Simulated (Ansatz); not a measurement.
**HBrF (doublet): wave-function methods side by side at distance Br1–H2 along a hydrogen transfer = 1.618 Å, cc-pVDZ**

How much of the correlation energy of HBrF (doublet) does each wave-function method recover here?

Computed with Ansatz 0.2.0, Gaussian basis. Level: cc-pVDZ, core rule «outside noble gas», up to 15 orbitals frozen.

The runs, in order: UHF; CCSD(T) on ROHF; CCSD(T) on UHF; BCCD(T) on ROHF; CISD; CCSDT(Q) on ROHF; CCSDT(Q) on UHF; CASSCF and MRCISD+Q, 3 electrons in 3 orbitals; CASSCF and NEVPT2, 3 electrons in 3 orbitals; CASSCF and MRCISD+Q, 15 electrons in 9 orbitals; CASSCF and NEVPT2, 15 electrons in 9 orbitals.

11 further runs of the same task are left out: 10 that didn't finish, 1 set aside as unsound or not needed.

### 1 The system

The geometry derives from fragments relaxed apart (PBE0/def2-TZVP) and kept rigid, so it is no stationary point. A hydrogen atom is moved between rigid fragments. No spin-orbit coupling is included. The filled d shell of Br may be among the frozen orbitals whatever the setting's name suggests; the logs give the count.

3 atoms, charge 0, spin multiplicity 2.

Atoms are counted from 1 here; the program's logs count them from 0.

Bond lengths: Br1–H2 1.618 Å.

Geometry (Å):

| atom | x (Å) | y (Å) | z (Å) |
| --- | --- | --- | --- |
| Br1 | 0.0000 | 0.0000 | -1.5437 |
| H2 | 0.0000 | 0.0000 | 0.0743 |
| F3 | 0.0000 | 0.0000 | 1.4693 |

### 2 UHF

Input file in.yaml:

```yaml
crystal:
  periodic: [false, false, false]
  atoms:
    - {symbol: Br, position_ang: [0.000000, 0.000000, -1.543667]}
    - {symbol: H, position_ang: [0.000000, 0.000000, 0.074333]}
    - {symbol: F, position_ang: [0.000000, 0.000000, 1.469333]}
basis:
  gaussian: {orbitals: cc-pVDZ}
magnetization: {spin_polarized: true, initial_magnetization: 1}
hamiltonian: {xc: hf}
output: {orbitals: {seedname: orbitals}}
```

The run is started by

```bash
> ansatz run in.yaml --threads 1 --pin off --events-out ev --progress --plain --max-ram 2393MiB
```

Further steps of the session: CCSD(T) on ROHF; CCSD(T) on UHF; BCCD(T) on ROHF; CISD; CCSDT(Q) on ROHF; CCSDT(Q) on UHF; CASSCF and MRCISD+Q, 3 electrons in 3 orbitals; CASSCF and NEVPT2, 3 electrons in 3 orbitals; CASSCF and MRCISD+Q, 15 electrons in 9 orbitals; CASSCF and NEVPT2, 15 electrons in 9 orbitals.

Q: Predict the results of all the runs planned. Wanted: UCCSDT(Q) below the RHF energy; RMP2 from UCCSDT(Q); UMP2 from UCCSDT(Q); RCCSD from UCCSDT(Q); RCCSD(T) from UCCSDT(Q); UCCSD(T) from UCCSDT(Q); RCCSDT(Q) from UCCSDT(Q); NEVPT2 pair from UCCSDT(Q); MRCISD+Q pair from UCCSDT(Q).

The runs gave:

```
                         quantity                                                   value
   UCCSDT(Q) below the RHF energy                                              -8.8666 eV
              RMP2 from UCCSDT(Q)                                         +25.23 kcal/mol
              UMP2 from UCCSDT(Q)                                         +23.56 kcal/mol
             RCCSD from UCCSDT(Q)                                          +4.18 kcal/mol
          RCCSD(T) from UCCSDT(Q)                                          +0.92 kcal/mol
          UCCSD(T) from UCCSDT(Q)                                          +0.83 kcal/mol
         RCCSDT(Q) from UCCSDT(Q)                                          +0.01 kcal/mol
       NEVPT2 pair from UCCSDT(Q)                                         +17.42 kcal/mol
     MRCISD+Q pair from UCCSDT(Q)                                          +2.87 kcal/mol
    NEVPT2 valence from UCCSDT(Q)                                         +34.66 kcal/mol
levels within 1 kcal/mol (43 meV)  RCCSD(T), UCCSD(T), BCCD(T), RCCSDT, UCCSDT, RCCSDT(Q)
                    T1 diagnostic                                                   0.047
   effectively unpaired electrons                                                    1.03
```

RCCSD(T) lands +0.92 kcal/mol from the yardstick (0.4 % of the correlation energy). The occupations are near whole numbers, but T1 = 0.047 shows that the orbitals relax strongly. Of the multireference levels listed MRCISD+Q valence comes nearest in total energy (+2.43 kcal/mol), which doesn't show that its space is the better one. Coupled cluster took another determinant than the lowest Hartree-Fock one. These misses are within one basis, not against nature; the frozen cores of restricted and unrestricted runs differ, which can shift their rows.
